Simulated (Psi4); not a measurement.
# Si2N2H8 (SMILES N[SiH](N)[SiH3]): r2SCAN/def2-TZVP (density fitting, sweep point 8)

Aim: a single-point energy of Si2N2H8. The job is set up through a Python script.

Program for the calculation: Psi4 1.11.

8 further runs of the same task are left out: 3 that didn't finish, 5 set aside as unsound or not needed.

## 1. The molecule

Si2N2H8 has 12 atoms, charge 0, and is taken as a singlet. SMILES: `N[SiH](N)[SiH3]`. The coordinates come from a PBE0-D4/def2-TZVP relaxation. This is one conformer, not always the lowest.

Bond lengths: N1–Si2 1.717 Å, Si2–N3 1.715 Å, Si2–Si4 2.353 Å, N1–H5 1.006 Å, N1–H6 1.007 Å, Si2–H7 1.496 Å, N3–H8 1.006 Å, N3–H9 1.008 Å, Si4–H10 1.490 Å, Si4–H11 1.491 Å, Si4–H12 1.492 Å. Some angles: N1–Si2–N3 107.8°, N1–Si2–Si4 116.0°, N3–Si2–Si4 105.3°, N1–Si2–H7 103.0°, N3–Si2–H7 116.7°, Si4–Si2–H7 108.6°, Si2–N1–H5 120.0°, Si2–N1–H6 121.2°, Si2–N3–H8 121.1°, Si2–N3–H9 120.6°.

## 2. A single-point energy at r2SCAN/def2-TZVP (density fitting, sweep point 8)

The input, calc.py:

```python
import psi4

psi4.set_memory('1600 MB')
psi4.set_num_threads(1)
psi4.core.set_output_file('psi4.out', False)

geom = psi4.geometry("""
0 1
N     -1.122800     1.487600    -0.413400
Si     0.286800     0.547200    -0.137500
N      0.683700     0.675300     1.525600
Si     0.086800    -1.760100    -0.551800
H     -1.265300     1.929800    -1.306100
H     -1.994800     1.264100     0.038100
H      1.269200     1.121900    -1.108400
H      1.228300    -0.034600     1.986200
H      0.804500     1.579000     1.955400
H     -0.020900    -2.020700    -2.014900
H     -1.135100    -2.312400     0.100200
H      1.256600    -2.532300    -0.039300
symmetry c1
""")

psi4.set_options({
    'basis': 'def2-TZVP',
    'scf_type': 'df',
    'level_shift': 0.5,
})

e_tot = psi4.energy("r2scan")
print('E =', round(e_tot, 9))
for k, v in sorted(psi4.core.scalar_variables().items()):
    print(f'{k:45s} {v:18.10f}')
```

Command:

```
$ python calc.py
```

psi4.out:

```text
[...]
  Running in c1 symmetry.
[...]
  Nuclear repulsion =  225.986670808339227
[...]
  Multiplicity = 1
[...]
  Nalpha       = 25
  Nbeta        = 25
[...]
    Number of basis functions: 184
[...]
   @DF-RKS iter   1:  -692.67979507499808   -3.56339e-02   6.80806e-03 DIIS/ADIIS
[...]
   @DF-RKS iter  10:  -693.30346504504064   -2.18029e-08   2.69945e-07 DIIS
[...]
    Orbital Energies [Eh]
    ---------------------
    Doubly Occupied:
       1A    -65.821036     2A    -65.795793     3A    -14.137260
       4A    -14.136771     5A     -5.196383     6A     -5.177863
       7A     -3.537827     8A     -3.537605     9A     -3.537070
      10A     -3.518818    11A     -3.518759    12A     -3.517999
      13A     -0.821876    14A     -0.802170    15A     -0.516665
      16A     -0.474676    17A     -0.461175    18A     -0.453877
      19A     -0.381467    20A     -0.343039    21A     -0.314746
      22A     -0.310271    23A     -0.281107    24A     -0.236410
      25A     -0.216668
[...]
  @DF-RKS Final Energy:  -693.30346504504064
   => Energetics <=
    Nuclear Repulsion Energy =            225.9866708083392268
    One-Electron Energy =               -1406.9012735874393911
    Two-Electron Energy =                 546.2574995833891762
    DFT Exchange-Correlation Energy =     -58.6463618493295371
    Empirical Dispersion Energy =           0.0000000000000000
    VV10 Nonlocal Energy =                  0.0000000000000000
    Total Energy =                       -693.3034650450406389
[...]
 Multipole Moments:
 ------------------------------------------------------------------------------------
     Multipole            Electronic (a.u.)      Nuclear  (a.u.)        Total (a.u.)
 ------------------------------------------------------------------------------------
 L = 1.  Multiply by 2.5417464519 to convert [e a0] to [Debye]
 Dipole X            :          0.0809602           -0.2212467           -0.1402865
 Dipole Y            :          1.0150792           -0.5934491            0.4216300
 Dipole Z            :          0.2835116           -0.0467426            0.2367690
 Magnitude           :                                                    0.5034995
[...]
```

On the terminal:

```text
E = -693.303465045
CURRENT ENERGY                                   -693.3034650450
CURRENT REFERENCE ENERGY                         -693.3034650450
DD SOLVATION ENERGY                                 0.0000000000
DFT FUNCTIONAL TOTAL ENERGY                      -693.3034650450
DFT TOTAL ENERGY                                 -693.3034650450
DFT VV10 ENERGY                                     0.0000000000
DFT XC ENERGY                                     -58.6463618493
GRID ELECTRONS ALPHA                               24.9999902402
GRID ELECTRONS BETA                                24.9999902402
GRID ELECTRONS TOTAL                               49.9999804805
NUCLEAR REPULSION ENERGY                          225.9866708083
ONE-ELECTRON ENERGY                             -1406.9012735874
PCM POLARIZATION ENERGY                             0.0000000000
PE ENERGY                                           0.0000000000
SCF ITERATION ENERGY                             -693.3034650450
SCF ITERATIONS                                     10.0000000000
SCF TOTAL ENERGY                                 -693.3034650450
TWO-ELECTRON ENERGY                               546.2574995834
XC GRID RADIAL POINTS                              75.0000000000
XC GRID SPHERICAL POINTS                          302.0000000000
XC GRID TOTAL POINTS                           258437.0000000000
```

It took 82 s on 1 thread of Intel Xeon Platinum 8375C at 2.90GHz (Ice Lake), shared host; peak memory 1.2 GiB.

## 3. Results

At r2SCAN/def2-TZVP (density fitting, sweep point 8):

| quantity | value |
| --- | --- |
| total energy | -693.30347 Eh |
| dipole moment | 1.28 D |
| HOMO energy | -5.90 eV |
| LUMO energy | -0.21 eV |
| HOMO–LUMO gap | 5.68 eV |
